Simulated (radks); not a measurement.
# Cu²⁸⁺ in 1s1: an all-electron calculation

Aim: the levels, the sizes of the orbitals and the parts of the energy of the copper ion Cu28+.

The numbers are computed with radks (a radial shooting solver on a logarithmic mesh, Libxc functionals) version 1 (scalar-relativistic Kohn-Sham, BLYP, spin-unpolarised, spherical densities, point nucleus), except any that are marked as measured or tabulated.

**1. Starting point**

```
element       : copper (Z = 29)
charge        : +28
electrons     : 1
configuration : 1s1
```

The outer shells:

Cu²⁸⁺
```
1s [↑ ]
```

**2. The run**

The run's settings:

```text
Z 29
configuration 1s1
relativity scalar-relativistic
functional b88,lyp
spin unpolarised
nucleus point
c 137.035999084
```

The run is started by

```console
python run_ks.py task.json out
```

The same process makes all the runs of this session.

What does the calculation give?

As calculated:

| quantity | value |
| --- | --- |
| total energy | -423.75260 hartree |
| exchange-correlation share of it | 1.80 % |
| −T/E | 1.0231 |
| highest occupied level | 1s, -11333.7 eV |
| most extended occupied level | 1s, <r> = 0.0511 bohr |
| radius at density 0.001 e/bohr³ | 0.274 bohr |
| maxima of the radial density | 1 |
| ionisation energy, NIST | 11567.6 (theory) eV |

The radial density shows 1 maxima for 1 occupied principal shells. Relativity lifts −T/E to 1.023. The top level binds by 11333.7 eV, 98 % of the NIST ionisation energy of 11567.6 eV. Spin polarisation and multiplet splitting are left out.
